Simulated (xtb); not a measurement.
# VNH2ClOF (SMILES [NH2][V](=[O])([F])[Cl]) at GFN1-xTB

Wanted: a geometry optimisation of VNH2ClOF. 

Program for the calculation: xtb 6.7.1 later snapshot.

2 further runs of the same task are left out: 2 set aside as unsound or not needed.

### 1 The system as given

VNH2ClOF: 7 atoms, total charge 0, spin state singlet. As SMILES, `[NH2][V](=[O])([F])[Cl]`. All atoms were displaced at random from a relaxed shape. The run starts from this shape.

Bond lengths: N1–V2 1.849 Å, V2–O3 1.491 Å, V2–F4 1.826 Å, V2–Cl5 2.139 Å, N1–H6 1.063 Å, N1–H7 0.857 Å. Angles: N1–V2–O3 105.5°, N1–V2–F4 104.8°, N1–V2–Cl5 108.5°, O3–V2–F4 110.3°, O3–V2–Cl5 117.1°, F4–V2–Cl5 109.9°, V2–N1–H6 121.0°, V2–N1–H7 125.9°, H6–N1–H7 113.1°.

### 2 A geometry optimisation at GFN1-xTB

File .CHRG:

```
0
```

File .UHF:

```
0
```

File input.xyz:

```xyz
7

N     -0.457750     0.417580     0.935130
V      0.328660    -0.344830    -0.554490
O      1.482450    -1.134010    -0.034890
F     -0.946340    -1.459420    -1.236110
Cl     0.765070     1.206290    -1.960840
H     -0.049540     0.270050     1.905660
H     -1.181910     0.876290     0.941350
```

The run is started by

```console
xtb input.xyz --gfn 1 -o lax -P 1 > run.log 2> xtb.err
```

What values should one expect? Wanted: total energy at the end; dipole moment; HOMO energy; LUMO energy; HOMO–LUMO gap; dispersion energy.

**Answer.** As computed:

At GFN1-xTB:

| quantity | value |
| --- | --- |
| total energy at the end | -19.76017 Eh |
| dipole moment | 5.74 D |
| HOMO energy | -13.25 eV |
| LUMO energy | -10.90 eV |
| HOMO–LUMO gap | 2.35 eV |
| dispersion energy | -6.15 kJ/mol |

At the final geometry: Bond lengths: N1–V2 1.785 Å, V2–O3 1.533 Å, V2–F4 1.622 Å, V2–Cl5 2.152 Å, N1–H6 1.006 Å, N1–H7 1.008 Å. Angles: N1–V2–O3 106.4°, N1–V2–F4 106.7°, N1–V2–Cl5 108.5°, O3–V2–F4 120.6°, O3–V2–Cl5 110.4°, F4–V2–Cl5 103.8°, V2–N1–H6 124.4°, V2–N1–H7 126.6°, H6–N1–H7 108.5°. The optimisation took 10 steps and changed the energy by -1.062 eV.
